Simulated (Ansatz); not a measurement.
# YbH4S2: the cost of one run

Computed, not measured: Ansatz 0.2.0, DFT, PBE, no spin polarisation, plane waves, PAW.

### Step 1. The cell

It takes space group I4_1/amd (No. 141, tetragonal). The conventional cell has a = 5.768 Å, b = 5.768 Å, c = 11.559 Å, α = 90.00°, β = 90.00°, γ = 90.00°. Yb (site symmetry -4m2) has 6 S at 2.87 to 2.88 Å and 8 H at 3.10 Å as nearest neighbours. S (site symmetry 2mm) is surrounded by 2 H at 1.14 Å. H (site symmetry m) is surrounded by 1 S at 1.14 Å.

Its coordinates follow in the input file.

Its first density is an earlier solution for the same cell, read from a checkpoint.

### Step 2. Self-consistent run

File input.yaml:

```yaml
crystal:
  lattice:
    - [0.0, 5.768036, 0.0]
    - [5.768036, 0.0, 0.0]
    - [2.884018, 2.884018, -5.779659]
  atoms:
    - { symbol: Yb, position: [0.0, 0.0, 0.0] }
    - { symbol: Yb, position: [0.75, 0.25, 0.5] }
    - { symbol: S, position: [0.2481, 0.2481, 0.5038] }
    - { symbol: S, position: [0.9981, 0.4981, 0.0038] }
    - { symbol: S, position: [0.5019, 0.0019, 0.9962] }
    - { symbol: S, position: [0.7519, 0.7519, 0.4962] }
    - { symbol: H, position: [0.3079, 0.46489, 0.3842] }
    - { symbol: H, position: [0.21489, 0.5579, 0.8842] }
    - { symbol: H, position: [0.3079, 0.15091, 0.3842] }
    - { symbol: H, position: [0.90091, 0.5579, 0.8842] }
    - { symbol: H, position: [0.4421, 0.09909, 0.1158] }
    - { symbol: H, position: [0.53511, 0.6921, 0.6158] }
    - { symbol: H, position: [0.4421, 0.78511, 0.1158] }
    - { symbol: H, position: [0.84909, 0.6921, 0.6158] }
kpoints:
  mp_grid: { grid: [4, 4, 4], shift: [0, 0, 0] }
  band_path:
    path:
      - [0.0, 0.0, 0.0]
      - [0.5, 0.5, 0.5]
      - [0.5, 0.5, 0.25]
      - [0.0, 0.5, 0.0]
      - [0.0, 0.0, 0.0]
      - [0.0, 0.0, -0.5]
      - [0.0, 0.37550225, -0.31224888]
      - [0.0, 0.62449775, 0.31224888]
      - [0.0, 0.0, 0.0]
      - [0.5, 0.5, 0.5]
      - [0.37550225, 0.62449775, 0.5]
    npoints: 6
magnetization:
  spin_polarized: false
scf:
  occupations: { method: fermi_dirac }
  lower_state_search: "off"
  max_iter: 200
hamiltonian:
  pseudopotentials: { kind: paw }
  xc: pbe
basis:
  ecutwfc: 420
  fft_grid_basis: typed
output:
  forces: true
  stress: true
  eigenvalues: true
  bader: true
  populations: true
  elf: true
  write_potential: true
  volumetric_format: npy
  dos:
    e_range: [-12, 8]
    de: 0.05
    projected: { site_lists: { H: [H], S: [S], Yb: [Yb] } }
checkpoint:
  read: saved_state
```

Q: Estimate wall time and peak memory on 1 thread of an x86-64 CPU, shared host.

About 3.5 min, with a peak of 0.67 GiB.
